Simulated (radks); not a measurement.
# Mo²⁺ in [Kr] 4d4: an all-electron calculation

Wanted: eigenvalues, radial structure and energy terms of the molybdenum ion Mo2+.

Program: radks (a radial shooting solver on a logarithmic mesh, Libxc functionals) version 1. Level of theory: Dirac Kohn-Sham, BLYP, spin-unpolarised, spherical densities, point nucleus; open shells fill j = l - 1/2 first. These are calculated values, not measurements, unless marked.

## Step 1: The system

```
element       : molybdenum (Z = 42)
charge        : +2
electrons     : 40
configuration : [Kr] 4d4
```

## Step 2: The run

Settings of this run:

```text
Z 42
configuration [Kr] 4d4
relativity Dirac
functional b88,lyp
spin unpolarised
j_filling energy
nucleus point
c 137.035999084
```

**Question.** What will this run give?

**Answer**, as computed:

```
                        quantity                   value
                    total energy     -4048.93674 hartree
exchange-correlation share of it                  3.06 %
                            −T/E                  1.0370
          highest occupied level       4d3/2, -20.813 eV
    most extended occupied level  4d3/2, <r> = 1.73 bohr
 radius at density 0.001 e/bohr³               3.62 bohr
    maxima of the radial density                       4
         ionisation energy, NIST     27.1 (semi-emp.) eV
```

The radial density shows 4 maxima for 4 occupied principal shells. −T/E is 1.037: with relativity the kinetic term as defined here no longer equals −E. The top level binds by 20.813 eV, 77 % of the NIST ionisation energy of 27.1 eV; the potential of a semilocal functional falls off too fast, so its top eigenvalue is too shallow. Spin polarisation and multiplet splitting are left out.
